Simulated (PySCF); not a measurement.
**C3H5Ga: electronic excitations and core binding energies**

What electronic excitations and core binding energies should C3H5Ga (`C#C[CH2][GaH2]`) show?

Programs: PySCF 2.14.0, with density-fitted response routines of our own. Each step states its level of theory. These are calculated values for one molecule in the gas phase, unless marked as measured. Atoms are numbered from 0 throughout.

## (1) The starting structure

9 atoms, charge 0, multiplicity 1; geometry from: GFN2-xTB.

Bonds of the start (Å): C0–C1 1.20, C1–C2 1.44, C2–Ga3 2.05, C0–H4 1.05, C2–H5 1.10, C2–H6 1.10, Ga3–H7 1.59, Ga3–H8 1.58.

## (2) TDDFT and polarisability: CAM-B3LYP/def2-SVPD

Job settings and geometry (Å):

```
{"job": {"kind": "uv", "xc": "CAM-B3LYP", "basis": "def2-SVPD", "nstates": 8, "ntriplets": 3}, "charge": 0, "multiplicity": 1}
C     -2.184609     0.054898    -0.054127
C     -1.083395    -0.388032     0.125679
C      0.272088    -0.844631     0.322612
Ga     1.442990     0.773710    -0.145882
H     -3.175088     0.372701    -0.193052
H      0.420253    -1.164765     1.361704
H      0.485617    -1.701820    -0.328405
H      3.033422     0.768917    -0.072028
H      0.802283     2.135016    -0.614440
```

With the program's defaults for keys left out, this is: TDDFT CAM-B3LYP/def2-SVPD, vertical, gas phase, core orbitals frozen in the response.

The run is started by

```sh
OMP_NUM_THREADS=1 python probes_run.py task.json out
```

This one command runs all jobs of the session in turn.

**Question.** This job is followed by: delta-SCF UKS SCAN, pcX-2 on the ionised atom, pcseg-1 elsewhere, spin-free X2C. What will the session give for the following? lowest singlet (CAM-B3LYP/def2-SVPD); brightest single state of those computed; lowest triplet; surface potential, 1st and 99th percentile; C1s binding energies, SCAN/pcX-2 (standing for 2 of 3 atoms).

The runs gave:

| quantity | value |
| --- | --- |
| lowest singlet (CAM-B3LYP/def2-SVPD) | 4.40 eV (282 nm), f = 0.000 |
| brightest single state of those computed | state 6, 6.69 eV, f = 0.069 |
| lowest triplet | 4.15 eV |
| surface potential, 1st and 99th percentile | -0.90 V and 2.90 V |
| C1s binding energies, SCAN/pcX-2 (standing for 2 of 3 atoms) | C2 290.89, C0 289.66 eV |

What this shows: The first singlet state (HOMO→LUMO 0.94) lies at 4.40 eV and is dark; of the 8 states computed, the strongest absorption comes from state 6 at 6.69 eV. The lowest triplet lies 0.24 eV below the lowest singlet (triplets in Tamm-Dancoff, singlets in full TDDFT). By nearest atom (CAM-B3LYP/def2-SVPD), the HOMO sits on C0 36 %; C1 21 % and the LUMO on Ga3 52 %; H7, H8 about 18 % each. The C1s levels kept as sound span 1.23 eV, from C0 (terminal alkyne carbon) up to C2 (propargylic sp3 CH2 bonded to Ga). Only 2 of the 3 C atoms are covered by sound results.
